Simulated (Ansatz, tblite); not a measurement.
**Ge(OH)2Me2 (C₂H₈GeO₂): one state, many levels**

Aim: run the singlet of Ge(OH)2Me2 (C₂H₈GeO₂) at one geometry on many levels, and compare frontier levels, spin and run time.

Program: Ansatz 0.2.0, Gaussian basis. Level of theory: as each input shows. These are calculated values, not measurements.

Levels to be run: GFN1-xTB, GFN2-xTB, PBE-D4/def2-TZVP, r2SCAN-D4/def2-TZVP, B3LYP-D4/def2-TZVP, ωB97X-V/def2-TZVP, ωB97M-V/def2-TZVP, PBE-D4/def2-SVP, PBE0-D4/def2-SVP, HF/STO-3G, CCSD(T)/def2-SVP, MP2/def2-TZVP.

2 further runs of the same task are left out: 2 set aside as unsound or not needed. Runs told in other sessions of the task aren't counted.

**1. The relaxed structure**

The geometry is that of the singlet, from an earlier relaxation (PBE-D4/def2-SVP).

13 atoms, charge 0, spin multiplicity 1.

Bond lengths: C1–Ge3 1.953 Å, C1–H8 1.107 Å, C1–H9 1.107 Å, C1–H10 1.108 Å, C2–Ge3 1.953 Å, C2–H11 1.108 Å, C2–H12 1.107 Å, C2–H13 1.107 Å, Ge3–O4 1.807 Å, Ge3–O5 1.807 Å, O4–H6 0.975 Å, O5–H7 0.975 Å. Angles: Ge3–C1–H8 110.3°, Ge3–C1–H9 110.4°, Ge3–C1–H10 109.8°, H8–C1–H9 109.1°, H8–C1–H10 108.3°, H9–C1–H10 108.9°, Ge3–C2–H11 109.8°, Ge3–C2–H12 110.2°, Ge3–C2–H13 110.4°, H11–C2–H12 108.3°, H11–C2–H13 108.9°, H12–C2–H13 109.1°, C1–Ge3–C2 115.7°, C1–Ge3–O4 112.5°, C1–Ge3–O5 103.7°, C2–Ge3–O4 103.7°, C2–Ge3–O5 112.5°, O4–Ge3–O5 108.9° and more.

PBE0-D4/def2-TZVP was run before; its log isn't repeated, and its numbers join the tables.

**2. GFN1-xTB**

Tight binding, by tblite at 300 K electronic temperature and without a spin-polarisation term:

```python
tblite.interface.Calculator('GFN1-xTB', numbers, positions, charge=0, uhf=0).singlepoint()
```

Energy -534.0460 eV, HOMO -11.81 eV, LUMO -4.74 eV; 0.007 s.

**3. GFN2-xTB**

Tight binding, by tblite at 300 K electronic temperature and without a spin-polarisation term:

```python
tblite.interface.Calculator('GFN2-xTB', numbers, positions, charge=0, uhf=0).singlepoint()
```

Energy -502.2119 eV, HOMO -11.14 eV, LUMO -3.58 eV; 0.005 s.

**4. PBE-D4/def2-TZVP**

start.molden holds the orbitals of an earlier run on this state, given as this run's starting guess.

Contents of in.yaml:

```yaml
crystal:
  periodic: [false, false, false]
  atoms:
    - {symbol: C, position_ang: [-0.557083, 1.652124, -0.451701]}
    - {symbol: C, position_ang: [-0.612057, -1.652911, -0.373030]}
    - {symbol: Ge, position_ang: [0.264723, -0.000257, 0.186022]}
    - {symbol: O, position_ang: [0.279339, -0.113062, 1.989858]}
    - {symbol: O, position_ang: [1.968464, 0.112957, -0.406642]}
    - {symbol: H, position_ang: [0.690941, 0.683346, 2.373748]}
    - {symbol: H, position_ang: [2.470622, -0.679818, -0.141298]}
    - {symbol: H, position_ang: [0.052659, 2.525752, -0.149658]}
    - {symbol: H, position_ang: [-1.577430, 1.761616, -0.036280]}
    - {symbol: H, position_ang: [-0.619429, 1.637035, -1.557470]}
    - {symbol: H, position_ang: [-1.682449, -1.624092, -0.089529]}
    - {symbol: H, position_ang: [-0.143226, -2.523139, 0.126127]}
    - {symbol: H, position_ang: [-0.535065, -1.779561, -1.470138]}
basis:
  gaussian: {orbitals: def2-TZVP, initial_orbitals: start.molden}
hamiltonian: {xc: pbe, dispersion: d4}
scf: {omitted_lower_state_checks: [starts]}
output: {forces: true, orbitals: {seedname: orbitals}}
```

Command:

```console
$ ansatz run in.yaml --threads 4 --pin off --events-out ev --progress --plain --max-ram 4787MiB
```

Output (excerpt; [...] marks lines left out):

```text
Functional definition: PBE
  name "PBE"
  cite "Perdew, Burke & Ernzerhof, Phys. Rev. Lett. 77, 3865 (1996) doi:10.1103/PhysRevLett.77.3865"
  parent pbe
[...]
1372 factors; their error is unknown
[...]
mean field -62805.52853511 eV, -2308.0606025490 hartree, gradient 2.4e-5 eV, S^2 0.000000; 0 other end points of the search recorded, 0 dependent functions left out
[...]
reference -62805.52857871 eV, -2308.0606041515 hartree; 34, 34 occupied and 186, 186 virtual orbitals, 1372 factors
Total energy: -62805.77810040 eV, -2308.0697739044 hartree
Atom 0 at    -0.557083     1.652124    -0.451701 Å, force    -0.104958     0.301509    -0.100098 eV/Å
Atom 1 at    -0.612057    -1.652911    -0.373030 Å, force    -0.129689    -0.302543    -0.064619 eV/Å
Atom 2 at     0.264723    -0.000257     0.186022 Å, force    -0.136739     0.001003    -0.096958 eV/Å
Atom 3 at     0.279339    -0.113062     1.989858 Å, force     0.072404     0.152946     0.101235 eV/Å
Atom 4 at     1.968464     0.112957    -0.406642 Å, force     0.120132    -0.152485     0.037007 eV/Å
Atom 5 at     0.690941     0.683346     2.373748 Å, force    -0.056714    -0.141541    -0.032576 eV/Å
Atom 6 at     2.470622    -0.679818    -0.141298 Å, force    -0.050421     0.140634    -0.044029 eV/Å
Atom 7 at     0.052659     2.525752    -0.149658 Å, force    -0.167832    -0.241166    -0.077510 eV/Å
Atom 8 at    -1.577430     1.761616    -0.036280 Å, force     0.282719    -0.037677    -0.106935 eV/Å
Atom 9 at    -0.619429     1.637035    -1.557470 Å, force     0.018168     0.004398     0.298256 eV/Å
Atom 10 at    -1.682449    -1.624092    -0.089529 Å, force     0.290564    -0.008709    -0.074413 eV/Å
Atom 11 at    -0.143226    -2.523139     0.126127 Å, force    -0.123578     0.240152    -0.140064 eV/Å
Atom 12 at    -0.535065    -1.779561    -1.470138 Å, force    -0.014055     0.043480     0.300705 eV/Å
Dipole moment:    -0.116386     0.000875    -0.080582 e Å
Checks for a lower state left out: starts
```

Wall time 2.6 s (4 threads of Arm Neoverse V1, shared host).

From the report: HOMO -6.58 eV, LUMO -0.43 eV.

**5. r2SCAN-D4/def2-TZVP**

Changes to in.yaml since step 4:

```diff
@@ -18,4 +18,4 @@
   gaussian: {orbitals: def2-TZVP, initial_orbitals: start.molden}
-hamiltonian: {xc: pbe, dispersion: d4}
+hamiltonian: {xc: r2scan, dispersion: d4}
 scf: {omitted_lower_state_checks: [starts]}
-output: {forces: true, orbitals: {seedname: orbitals}}
+output: {orbitals: {seedname: orbitals}}
```

The command is unchanged.

Output:

```text
Functional definition: r2SCAN
  name "r2SCAN"
  cite "Furness, Kaplan, Ning, Perdew & Sun, J. Phys. Chem. Lett. 11, 8208 (2020) doi:10.1021/acs.jpclett.0c02405"
  cite "Furness, Kaplan, Ning, Perdew & Sun, J. Phys. Chem. Lett. 11, 9248 (2020) doi:10.1021/acs.jpclett.0c03077"
  parent r2scan
  parameter k0 = 0.174
  parameter k1 = 0.065
  parameter a1 = 4.9479
  exchange = r2scan_x(k0 = k0, k1 = k1, a1 = a1)
  correlation = r2scan_c
these checks for a lower state are left out or cut short: starts
1372 factors; their error is unknown
mean field evaluation 1: about -62818.0405 eV, gradient 7.0e0 eV
mean field evaluation 2: about -62818.0819 eV, gradient 5.2e-2 eV
mean field evaluation 4: about -62818.0510 eV, gradient 2.0e-4 eV
mean field -62818.05098819 eV, -2308.5207942118 hartree, gradient 1.4e-5 eV, S^2 0.000000; 0 other end points of the search recorded, 0 dependent functions left out
reference -62818.05100058 eV, -2308.5207946671 hartree; 34, 34 occupied and 186, 186 virtual orbitals, 1372 factors
Total energy: -62818.11480216 eV, -2308.5231393320 hartree
Checks for a lower state left out: starts
```

It took 4.3 s on 4 threads of Arm Neoverse V1, shared host.

From the report: HOMO -6.95 eV, LUMO 0.18 eV.

**6. B3LYP-D4/def2-TZVP**

Changes to in.yaml since step 5:

```diff
@@ -18,3 +18,3 @@
   gaussian: {orbitals: def2-TZVP, initial_orbitals: start.molden}
-hamiltonian: {xc: r2scan, dispersion: d4}
+hamiltonian: {xc: {name: B3LYP}, dispersion: d4}
 scf: {omitted_lower_state_checks: [starts]}
```

Launched as before.

Output (excerpt; [...] marks lines left out):

```text
Functional definition: B3LYP
  name "B3LYP"
  cite "Stephens, Devlin, Chabalowski & Frisch, J. Phys. Chem. 98, 11623 (1994) doi:10.1021/j100096a001"
  cite "Becke, Phys. Rev. A 38, 3098 (1988) doi:10.1103/PhysRevA.38.3098"
  cite "Lee, Yang & Parr, Phys. Rev. B 37, 785 (1988) doi:10.1103/PhysRevB.37.785"
  cite "Vosko, Wilk & Nusair, Can. J. Phys. 58, 1200 (1980) doi:10.1139/p80-159"
[...]
1403 factors; their error is unknown
[...]
mean field -62823.06521555 eV, -2308.7050636686 hartree, gradient 1.3e-5 eV, S^2 0.000000; 0 other end points of the search recorded, 0 dependent functions left out
reference -62823.06550196 eV, -2308.7050741940 hartree; 34, 34 occupied and 186, 186 virtual orbitals, 1403 factors
Total energy: -62823.46437121 eV, -2308.7197323685 hartree
Checks for a lower state left out: starts
```

Run time: 3.2 s. Hardware: 4 threads of Arm Neoverse V1, shared host; peak memory 0.62 GiB.

From the report: HOMO -7.93 eV, LUMO 0.06 eV.

**7. ωB97X-V/def2-TZVP**

Changes to in.yaml since step 6:

```diff
@@ -18,3 +18,3 @@
   gaussian: {orbitals: def2-TZVP, initial_orbitals: start.molden}
-hamiltonian: {xc: {name: B3LYP}, dispersion: d4}
+hamiltonian: {xc: {name: wB97X-V}}
 scf: {omitted_lower_state_checks: [starts]}
```

Same command.

Output (excerpt; [...] marks lines left out):

```text
Functional definition: wB97X-V
  name "wB97X-V"
  cite "Mardirossian & Head-Gordon, Phys. Chem. Chem. Phys. 16, 9904 (2014) doi:10.1039/C3CP54374A"
  cite "Becke, J. Chem. Phys. 107, 8554 (1997) doi:10.1063/1.475007"
  cite "Vydrov & Van Voorhis, J. Chem. Phys. 133, 244103 (2010) doi:10.1063/1.3521275"
[...]
      + integral(e_c_pw_opposite_spin*poly(b97_u_opposite, cos0, cos1)) + vv10(b, c)
[...]
1403 factors; their error is unknown
360 factors; integrals over basis functions are off by at most 8.3e-6 eV
[...]
mean field -62814.50323326 eV, -2308.3904166226 hartree, gradient 1.3e-5 eV, S^2 0.000000; 0 other end points of the search recorded, 0 dependent functions left out
reference -62814.50323116 eV, -2308.3904165458 hartree; 34, 34 occupied and 186, 186 virtual orbitals, 1403 factors
Total energy: -62814.50323116 eV, -2308.3904165458 hartree
Checks for a lower state left out: starts
```

It took 8.5 s on 4 threads of Arm Neoverse V1, shared host; peak memory 0.76 GiB.

Report: HOMO -10.61 eV, LUMO 2.33 eV.

**8. ωB97M-V/def2-TZVP**

Changes to in.yaml since step 7:

```diff
@@ -18,3 +18,3 @@
   gaussian: {orbitals: def2-TZVP, initial_orbitals: start.molden}
-hamiltonian: {xc: {name: wB97X-V}}
+hamiltonian: {xc: {name: wB97M-V}}
 scf: {omitted_lower_state_checks: [starts]}
```

Same command.

Output (excerpt; [...] marks lines left out):

```text
Functional definition: wB97M-V
  name "wB97M-V"
  cite "Mardirossian & Head-Gordon, J. Chem. Phys. 144, 214110 (2016) doi:10.1063/1.4952647"
  cite "Becke, J. Chem. Phys. 107, 8554 (1997) doi:10.1063/1.475007"
  cite "Vydrov & Van Voorhis, J. Chem. Phys. 133, 244103 (2010) doi:10.1063/1.3521275"
  # Of w^i u^j: cxij and so on, Table III.
[...]
  gx(w, u) = 1 - cx + cx01*u + cx10*w
  gss(w, u) = css00 + css04*u^4 + css10*w + css20*w^2 + css43*w^4*u^3
  gos(w, u) = cos00 + cos10*w + (cos20 + cos21*u)*w^2 + (cos60 + cos61*u)*w^6
[...]
      + integral(e_c_pw_mod_opposite_spin*gos(b97_w_opposite, b97_u_opposite)) + vv10(b, c)
[...]
1400 factors; their error is unknown
360 factors; integrals over basis functions are off by at most 8.3e-6 eV
[...]
mean field -62815.81477138 eV, -2308.4386147599 hartree, gradient 1.1e-5 eV, S^2 0.000000; 0 other end points of the search recorded, 0 dependent functions left out
reference -62815.81482204 eV, -2308.4386166214 hartree; 34, 34 occupied and 186, 186 virtual orbitals, 1400 factors
Total energy: -62815.81482204 eV, -2308.4386166214 hartree
Checks for a lower state left out: starts
```

Run time: 9.5 s. Hardware: 4 threads of Arm Neoverse V1, shared host; peak memory 0.78 GiB.

HOMO -10.50 eV, LUMO 1.93 eV.

**9. PBE-D4/def2-SVP**

Changes to in.yaml since step 8:

```diff
@@ -17,4 +17,4 @@
 basis:
-  gaussian: {orbitals: def2-TZVP, initial_orbitals: start.molden}
-hamiltonian: {xc: {name: wB97M-V}}
+  gaussian: {orbitals: def2-SVP, initial_orbitals: start.molden}
+hamiltonian: {xc: pbe, dispersion: d4}
 scf: {omitted_lower_state_checks: [starts]}
```

Launched as before.

Output:

```text
Functional definition: PBE
  name "PBE"
  cite "Perdew, Burke & Ernzerhof, Phys. Rev. Lett. 77, 3865 (1996) doi:10.1103/PhysRevLett.77.3865"
  parent pbe
  parameter kappa = 0.804
  parameter beta = 0.06672455060314922
  exchange = pbe_x(kappa = kappa, mu = beta*pi^2/3)
  correlation = pbe_c(beta = beta)
these checks for a lower state are left out or cut short: starts
1417 factors; their error is unknown
mean field evaluation 1: about -62790.3703 eV, gradient 1.2e1 eV
mean field evaluation 2: about -62790.7374 eV, gradient 2.7e-1 eV
mean field evaluation 4: about -62790.6695 eV, gradient 3.9e-4 eV
mean field -62790.66949638 eV, -2307.5145429474 hartree, gradient 1.4e-5 eV, S^2 0.000000; 0 other end points of the search recorded, 0 dependent functions left out
reference -62790.66953364 eV, -2307.5145443167 hartree; 34, 34 occupied and 94, 94 virtual orbitals, 1417 factors
Total energy: -62790.91905532 eV, -2307.5237140696 hartree
Checks for a lower state left out: starts
```

It took 1.1 s on 4 threads of Arm Neoverse V1, shared host.

From the report: HOMO -6.27 eV, LUMO 0.07 eV.

**10. PBE0-D4/def2-SVP**

Changes to in.yaml since step 9:

```diff
@@ -18,3 +18,3 @@
   gaussian: {orbitals: def2-SVP, initial_orbitals: start.molden}
-hamiltonian: {xc: pbe, dispersion: d4}
+hamiltonian: {xc: pbe0, dispersion: d4}
 scf: {omitted_lower_state_checks: [starts]}
```

Launched as before.

Output:

```text
Functional definition: PBE0
  name "PBE0"
  cite "Adamo & Barone, J. Chem. Phys. 110, 6158 (1999) doi:10.1063/1.478522"
  cite "Perdew, Burke & Ernzerhof, Phys. Rev. Lett. 77, 3865 (1996) doi:10.1103/PhysRevLett.77.3865"
  parent pbe
  parameter a = 0.25
  parameter kappa = 0.804
  parameter beta = 0.06672455060314922
  exchange = (1 - a)*pbe_x(kappa = kappa, mu = beta*pi^2/3) + a*exact_x
  correlation = pbe_c(beta = beta)
these checks for a lower state are left out or cut short: starts
1456 factors; their error is unknown
mean field evaluation 1: about -62792.3056 eV, gradient 1.0e1 eV
mean field evaluation 2: about -62792.5402 eV, gradient 1.7e-1 eV
mean field evaluation 4: about -62792.6817 eV, gradient 1.7e-4 eV
mean field -62792.68173165 eV, -2307.5884912299 hartree, gradient 1.9e-5 eV, S^2 0.000000; 0 other end points of the search recorded, 0 dependent functions left out
reference -62792.68175981 eV, -2307.5884922647 hartree; 34, 34 occupied and 94, 94 virtual orbitals, 1456 factors
Total energy: -62792.89385886 eV, -2307.5962867608 hartree
Checks for a lower state left out: starts
```

It took 1.6 s on 4 threads of Arm Neoverse V1, shared host.

HOMO -7.99 eV, LUMO 0.99 eV.

**11. HF/STO-3G**

Changes to in.yaml since step 10:

```diff
@@ -17,4 +17,4 @@
 basis:
-  gaussian: {orbitals: def2-SVP, initial_orbitals: start.molden}
-hamiltonian: {xc: pbe0, dispersion: d4}
+  gaussian: {orbitals: STO-3G}
+hamiltonian: {xc: hf}
 scf: {omitted_lower_state_checks: [starts]}
```

The command is unchanged.

Output:

```text
Functional definition: HF
  name "HF"
  cite "Fock, Z. Phys. 61, 126 (1930) doi:10.1007/BF01340294"
  parent pbe
  exchange = exact_x
  correlation = 0
these checks for a lower state are left out or cut short: starts
576 factors; integrals over basis functions are off by at most 3.5e-5 eV
mean field evaluation 1: about -62010.4622 eV, gradient 2.9e1 eV
mean field evaluation 2: about -62010.5940 eV, gradient 2.9e1 eV
mean field evaluation 4: about -62013.7555 eV, gradient 1.6e0 eV
mean field evaluation 8: about -62013.7673 eV, gradient 2.9e-2 eV
mean field -62013.76726204 eV, -2278.9639124388 hartree, gradient 6.3e-5 eV, S^2 0.000000; 0 other end points of the search recorded, 0 dependent functions left out
reference -62013.76726204 eV, -2278.9639124388 hartree; 34, 34 occupied and 12, 12 virtual orbitals, 576 factors
Total energy: -62013.76726204 eV, -2278.9639124388 hartree
Checks for a lower state left out: starts
```

Run time: 0.2 s. Hardware: 4 threads of Arm Neoverse V1, shared host.

From the report: HOMO -8.96 eV, LUMO 11.41 eV.

**12. CCSD(T)/def2-SVP**

Changes to in.yaml since step 11:

```diff
@@ -17,4 +17,4 @@
 basis:
-  gaussian: {orbitals: STO-3G}
-hamiltonian: {xc: hf}
+  gaussian: {orbitals: def2-SVP, initial_orbitals: start.molden}
+correlation: {method: ccsd_t}
 scf: {omitted_lower_state_checks: [starts]}
```

Same command.

Output (excerpt; [...] marks lines left out):

```text
Functional definition: HF
  name "HF"
  cite "Fock, Z. Phys. 61, 126 (1930) doi:10.1007/BF01340294"
  parent pbe
[...]
1283 factors; integrals over basis functions are off by at most 1.2e-3 eV
[...]
mean field -62725.28318026 eV, -2305.1116401506 hartree, gradient 6.9e-7 eV, S^2 0.000000; 0 other end points of the search recorded, 0 dependent functions left out
13 core orbitals not correlated: weight in the atoms' cores, before any rotation towards them, 1.000 or more for the frozen orbitals, at most 0.000 for the correlated occupied ones
reference -62725.28318026 eV, -2305.1116401506 hartree; 21, 21 occupied and 94, 94 virtual orbitals, 1283 factors
second order -24.56061382 eV of doubles, -0.00000000 eV of singles
cycle   1  -24.77526842 eV  change   -2.1e-1 eV  update   1.1e-1
[...]
cycle   8  -25.53725581 eV  change    2.1e-5 eV  update   4.6e-5
perturbative correction -0.66782259 eV, -0.0245420275 hartree
Total energy: -62751.48825866 eV, -2306.0746590192 hartree
Checks for a lower state left out: starts
```

Wall time 19 s (4 threads of Arm Neoverse V1, shared host); peak memory 0.88 GiB.

From the report: Hartree-Fock HOMO -11.55 eV, LUMO 3.99 eV; T1 0.011.

**13. MP2/def2-TZVP**

Changes to in.yaml since step 12:

```diff
@@ -17,4 +17,4 @@
 basis:
-  gaussian: {orbitals: def2-SVP, initial_orbitals: start.molden}
-correlation: {method: ccsd_t}
+  gaussian: {orbitals: def2-TZVP, initial_orbitals: start.molden}
+correlation: {method: mp2}
 scf: {omitted_lower_state_checks: [starts]}
```

Launched as before.

Output:

```text
Functional definition: HF
  name "HF"
  cite "Fock, Z. Phys. 61, 126 (1930) doi:10.1007/BF01340294"
  parent pbe
  exchange = exact_x
  correlation = 0
these checks for a lower state are left out or cut short: starts
1531 factors; integrals over basis functions are off by at most 1.2e-3 eV
mean field evaluation 1: about -62738.9205 eV, gradient 3.3e1 eV
mean field evaluation 2: about -62739.9031 eV, gradient 1.1e0 eV
mean field evaluation 4: about -62740.1462 eV, gradient 8.5e-3 eV
mean field evaluation 8: about -62740.1462 eV, gradient 9.7e-7 eV
mean field -62740.14623356 eV, -2305.6578472848 hartree, gradient 3.0e-6 eV, S^2 0.000000; 0 other end points of the search recorded, 0 dependent functions left out
13 core orbitals not correlated: weight in the atoms' cores, before any rotation towards them, 1.000 or more for the frozen orbitals, at most 0.000 for the correlated occupied ones
reference -62740.14623356 eV, -2305.6578472848 hartree; 21, 21 occupied and 186, 186 virtual orbitals, 1531 factors
second order -29.41335810 eV of doubles, -0.00000000 eV of singles
Total energy: -62769.55959166 eV, -2306.7387682577 hartree
Checks for a lower state left out: starts
```

Wall time 3.3 s (4 threads of Arm Neoverse V1, shared host).

From the report: Hartree-Fock HOMO -11.52 eV, LUMO 3.11 eV.

**14. Levels side by side**

| level | functions | HOMO (eV) | LUMO (eV) | gap (eV) | time |
| --- | --- | --- | --- | --- | --- |
| HF/STO-3G | 46 | -8.96 | 11.41 | 20.37 | 0.2 s |
| PBE-D4/def2-SVP | 128 | -6.27 | 0.07 | 6.33 | 1.1 s |
| PBE-D4/def2-TZVP | 220 | -6.58 | -0.43 | 6.14 | 2.6 s |
| r2SCAN-D4/def2-TZVP | 220 | -6.95 | 0.18 | 7.13 | 4.3 s |
| B3LYP-D4/def2-TZVP | 220 | -7.93 | 0.06 | 8.00 | 3.2 s |
| PBE0-D4/def2-SVP | 128 | -7.99 | 0.99 | 8.98 | 1.6 s |
| PBE0-D4/def2-TZVP | 220 | -8.18 | 0.44 | 8.62 | 3.3 s |
| ωB97X-V/def2-TZVP | 220 | -10.61 | 2.33 | 12.94 | 8.5 s |
| ωB97M-V/def2-TZVP | 220 | -10.50 | 1.93 | 12.42 | 9.5 s |

The pieces so far (eV):

```csv
basis,HF,MP2 correlation,CCSD correlation,(T),total
def2-SVP,-62725.2832,-24.5606,-25.5373,-0.6678,-62751.4883
def2-TZVP,-62740.1462,-29.4134,,,-62769.5596 (MP2)
```

The correlation energy is far from converged in these sets, so it jumps between bases; where outer-core shells are correlated, the sets cover them unevenly.

**15. Binding energy**

Free atoms were run apart at each level; binding is atoms less cluster, divided by the number of atoms, without zero-point or spin-orbit terms.

```csv
method,binding an atom (eV),from CCSD(T)/def2-SVP (eV),time
HF/STO-3G,3.328,-0.305,0.2 s
HF/def2-SVP,2.781,-0.852,
HF/def2-TZVP,2.768,-0.865,
PBE-D4/def2-SVP,3.897,+0.264,1.1 s
PBE-D4/def2-TZVP,3.893,+0.260,2.6 s
r2SCAN-D4/def2-TZVP,3.846,+0.213,4.3 s
B3LYP-D4/def2-TZVP,3.822,+0.189,3.2 s
PBE0-D4/def2-SVP,3.826,+0.193,1.6 s
PBE0-D4/def2-TZVP,3.821,+0.188,3.3 s
ωB97X-V/def2-TZVP,3.847,+0.214,8.5 s
ωB97M-V/def2-TZVP,3.836,+0.203,9.5 s
MP2/def2-SVP,3.678,+0.045,
MP2/def2-TZVP,3.779,+0.146,3.3 s
CCSD/def2-SVP,3.599,-0.034,
CCSD(T)/def2-SVP,3.633,0,19 s
```

Among the levels timed on like hardware and quicker than the yardstick, those that no quicker one beats, quickest first: HF/STO-3G (0.2 s, -0.305 eV); PBE-D4/def2-SVP (1.1 s, +0.264 eV); PBE0-D4/def2-SVP (1.6 s, +0.193 eV); B3LYP-D4/def2-TZVP (3.2 s, +0.189 eV); MP2/def2-TZVP (3.3 s, +0.146 eV).

**16. What came out**

| quantity | value |
| --- | --- |
| gap in def2-TZVP, named functionals, smallest and largest | 6.14 eV (PBE-D4), 12.94 eV (ωB97X-V) |
| correlation energy, CCSD(T)/def2-SVP | -26.21 eV |
| correlation energy, MP2/def2-TZVP | -29.41 eV |
| binding an atom, CCSD(T)/def2-SVP | 3.633 eV |
| PBE0 total energy, smallest basis above largest | 14.71 eV (def2-SVP, def2-TZVP) |

**Reading.** Over the named functionals in def2-TZVP the gap runs from 6.14 eV (PBE-D4) to 12.94 eV (ωB97X-V); exact exchange widens it. A small miss in a minimal or small basis is a cancelling of errors, not accuracy. The functionals in def2-TZVP miss CCSD(T)/def2-SVP by +0.188 (PBE0-D4) to +0.260 eV (PBE-D4) an atom. The yardstick is in a double-zeta basis, so levels in larger sets aren't compared like for like. CCSD(T)/def2-SVP isn't at the basis-set limit; small misses against it rank nothing.

For cost: MP2/def2-TZVP gets within 0.146 eV in 3.3 s, where CCSD(T)/def2-SVP took 19 s; the quickest level in the cost chart, HF/STO-3G, takes 0.2 s and misses by 0.305 eV. The slowest run with a step of its own, CCSD(T)/def2-SVP, took 19 s; the quickest functional in def2-TZVP took 2.6 s (shared host).
